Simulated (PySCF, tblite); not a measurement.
**C7H7ClO2S: geometry, infrared bands and NMR shifts**

Wanted: the infrared bands and NMR shifts of C7H7ClO2S (`Cc1cccc(S(=O)(=O)Cl)c1`), by calculation.

Computed with tblite 0.8.0 and PySCF 2.14.0, with density-fitted response routines of our own, on a single molecule in the gas phase. Atoms are numbered from 0 throughout.

## Step 1: Starting geometry

18 atoms, charge 0, multiplicity 1; geometry from: force field or distance geometry start.

Bonds of the start (Å): C0–C1 1.51, C1–C2 1.38, C2–C3 1.40, C3–C4 1.40, C4–C5 1.39, C5–S6 1.75, S6–O7 1.49, S6–O8 1.51, S6–Cl9 2.08, C5–C10 1.39, C10–C1 1.39, C0–H11 1.11, C0–H12 1.10, C0–H13 1.09, C2–H14 1.10, C3–H15 1.07, C4–H16 1.10, C10–H17 1.10.

## Step 2: Optimising the geometry with GFN2-xTB

What the job is given:

```
{"job": {"kind": "relax", "xc": "GFN2-xTB", "basis": "xTB"}, "charge": 0, "multiplicity": 1}
C      2.530200    -0.416000     0.883000
C      1.259000     0.117600     0.256900
C      1.262100     1.283700    -0.478800
C      0.058000     1.726300    -1.033400
C     -1.124900     0.998000    -0.826300
C     -1.101800    -0.177400    -0.082600
S     -2.586400    -1.079900     0.157200
O     -2.631500    -1.817900     1.449800
O     -3.719500    -0.098800    -0.006000
Cl    -2.854000    -2.492100    -1.349800
C      0.099400    -0.620700     0.469000
H      2.432700    -1.502000     1.094600
H      3.294700    -0.327000     0.090600
H      2.805600     0.090500     1.809800
H      2.178200     1.866000    -0.633600
H      0.049800     2.638200    -1.597600
H     -2.056600     1.365200    -1.270600
H      0.096100    -1.547400     1.056200
```

Launch:

```bash
OMP_NUM_THREADS=1 python probes_run.py task.json out
```

One launch serves the whole session: the jobs run in the order shown.

**Question.** This job is followed by: GFN2-xTB harmonic vibrations, gas phase; GIAO PBE0/pcSseg-1 NMR shielding, non-relativistic, gas phase. Predict these results of the whole session: strongest single infrared mode (GFN2-xTB); zero-point energy (GFN2-xTB); ¹³C shifts against TMS (PBE0/pcSseg-1); ¹H shifts against TMS (PBE0/pcSseg-1, means over atoms taken as alike); ³³S shifts against CS2 (PBE0/pcSseg-1); ¹⁷O shifts against H2O (PBE0/pcSseg-1, means over atoms taken as alike); ³⁵Cl shifts against HCl (PBE0/pcSseg-1); surface potential, 1st and 99th percentile.

The runs gave:

| quantity | value |
| --- | --- |
| strongest single infrared mode (GFN2-xTB) | 1288 cm⁻¹, 335 km/mol |
| zero-point energy (GFN2-xTB) | 78.5 kcal/mol |
| ¹³C shifts against TMS (PBE0/pcSseg-1) | 152.6, 146.7, 141.1, 134.9, 131.5, 128.0, 23.7 ppm |
| ¹H shifts against TMS (PBE0/pcSseg-1, means over atoms taken as alike) | 8.08, 8.03, 7.79, 7.79, 2.64 ppm |
| ³³S shifts against CS2 (PBE0/pcSseg-1) | 327 ppm |
| ¹⁷O shifts against H2O (PBE0/pcSseg-1, means over atoms taken as alike) | 286.2 ppm |
| ³⁵Cl shifts against HCl (PBE0/pcSseg-1) | 656 ppm |
| surface potential, 1st and 99th percentile | -1.37 V and 1.32 V |

In words: The optimisation took 48 steps and gained 0.561 eV; among the close pairs (by a distance rule), S6–O8 changed most, from 1.508 to 1.427 Å. All 48 modes are real, so the xTB geometry is a minimum. The strongest single mode, at 1288 cm⁻¹, has its largest shares on S6, O8 and O7 (the list is cut at 3 atoms). Unscaled tight-binding wavenumbers are off by several per cent, some by more. Its intensities can rank the bands wrongly. At PBE0/pcSseg-1: The largest span, 1003 ppm, is at Cl9, where the paramagnetic term is -852 ppm. NICS(1)zz of -28 ppm above the planar ring from C1 marks a diatropic (aromatic) ring current. At PBE0/pcSseg-1, counted by nearest atom on the grid, the HOMO lies on C1, C4 about 25 % each; C10 13 %, the LUMO on Cl9 16 %; S6 16 %.
